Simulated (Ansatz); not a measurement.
**CH₃BFN: up Jacob's ladder to CCSD(T)**

Aim: compute CH₃BFN with functionals from several rungs and with coupled cluster. The yardstick is the atomisation energy at the CCSD(T) limit.

The runs use Ansatz 0.2.0, Gaussian basis; functionals in def2-TZVPP, the program's frozen cores in correlated methods.

Levels to be run: LDA (SPW92), PBE-D4, revPBE-D4, BLYP-D4, r2SCAN-D4, B97M-V, PBE0-D4, B3LYP-D4, r2SCANh-D4, r2SCAN0-D4, HSE06-D4, BHLYP-D4, CAM-B3LYP-D4, LC-ωPBE, ωB97X-V, ωB97M-V, B2PLYP, PBE-QIDH; CCSD(T)/def2-SVP; CCSD(T)/def2-TZVPP; MP2/def2-QZVPP; extrapolation to the limit; RPA on PBE.

## Step 1: The relaxed structure

All runs share one geometry, relaxed beforehand with PBE0-D4 in a triple-zeta def2 set.

SMILES `FC1BN1`, 7 atoms, charge 0, spin multiplicity 1.

Atoms are counted from 1 here; the program's logs count them from 0.

Bond lengths: F1–C2 1.383 Å, C2–B3 1.547 Å, C2–N4 1.420 Å, C2–H5 1.087 Å, B3–N4 1.354 Å, B3–H6 1.181 Å, N4–H7 1.006 Å. Angles: F1–C2–B3 120.0°, F1–C2–N4 115.2°, F1–C2–H5 108.3°, B3–C2–N4 54.1°, B3–C2–H5 128.9°, N4–C2–H5 119.0°, C2–B3–N4 58.1°, C2–B3–H6 157.1°, N4–B3–H6 144.7°, C2–N4–B3 67.8°, C2–N4–H7 135.8°, B3–N4–H7 156.4°.

## Step 2: LDA

This LDA is Slater exchange with PW92 correlation.

Contents of in.yaml:

```yaml
crystal:
  periodic: [false, false, false]
  atoms:
    - {symbol: F, position_ang: [-0.676964, -1.661841, -0.329824]}
    - {symbol: C, position_ang: [-0.613748, -0.284551, -0.220007]}
    - {symbol: B, position_ang: [0.260259, 0.363761, 0.879715]}
    - {symbol: N, position_ang: [0.676791, 0.277408, -0.405680]}
    - {symbol: H, position_ang: [-1.456619, 0.139780, -0.760249]}
    - {symbol: H, position_ang: [0.559229, 0.711176, 1.968612]}
    - {symbol: H, position_ang: [1.312251, 0.386265, -1.178268]}
basis:
  gaussian: {orbitals: def2-TZVPP}
hamiltonian: {xc: lda}
output: {orbitals: {seedname: orbitals}}
```

Run with:

```bash
> ansatz run in.yaml --threads 2 --pin off --events-out ev --progress --plain --max-ram 4352MiB
```

After this run come: PBE-D4 (GGA); revPBE-D4 (GGA); BLYP-D4 (GGA); r2SCAN-D4 (meta-GGA); B97M-V (meta-GGA); PBE0-D4 (hybrid); B3LYP-D4 (hybrid); r2SCANh-D4 (hybrid); r2SCAN0-D4 (hybrid); HSE06-D4 (hybrid); BHLYP-D4 (hybrid); CAM-B3LYP-D4 (range-separated); LC-ωPBE (range-separated); ωB97X-V (range-separated); ωB97M-V (range-separated); B2PLYP (double hybrid); PBE-QIDH (double hybrid); CCSD(T) in def2-SVP; CCSD(T) in def2-TZVPP; MP2 in def2-QZVPP; RPA on PBE orbitals.

**Question.** What will the summary of the whole plan be? Wanted: atomisation energy, CCSD(T)/CBS; farthest beyond LDA; mean size of error, GGA; mean size of error, meta-GGA; mean size of error, hybrid; mean size of error, range-separated; mean size of error, double hybrid; gap, smallest and largest; T1 diagnostic.

The runs gave:

```
                               quantity                                      value
        atomisation energy, CCSD(T)/CBS                             635.2 kcal/mol
functionals within 3.2 kcal/mol (0.5 %)               r2SCANh-D4, B2PLYP, PBE-QIDH
                    farthest beyond LDA                    PBE-D4 (+31.6 kcal/mol)
                mean size of error, GGA                              17.7 kcal/mol
           mean size of error, meta-GGA                               7.1 kcal/mol
             mean size of error, hybrid                              10.1 kcal/mol
    mean size of error, range-separated                              10.1 kcal/mol
      mean size of error, double hybrid                               0.6 kcal/mol
              gap, smallest and largest  5.13 eV (LDA (SPW92)), 12.79 eV (LC-ωPBE)
                          T1 diagnostic                                     0.0135
triples share of the correlation energy                                      3.8 %
```

**Reading.** LDA overbinds by 121.2 kcal/mol (19 %). PBE-D4 is off by +31.6 kcal/mol. Double hybrids carry the basis error of their MP2 part in triple zeta, and no dispersion term here, so their miss is partly the set-up's. By mean error the best rung here is double hybrid (0.6 kcal/mol) and the worst beyond LDA is GGA (17.7 kcal/mol). The reference freezes the cores and leaves out relativity and excitations past (T), so misses under about 3.2 kcal/mol can't be ranked. Hartree-Fock recovers 69 % of the binding; the rest is correlation. CCSD(T) in def2-SVP is off by -32.0 kcal/mol, which most functionals beat. The gap grows from 5.1 to 12.8 eV across the functionals, mostly with the share of exact exchange.
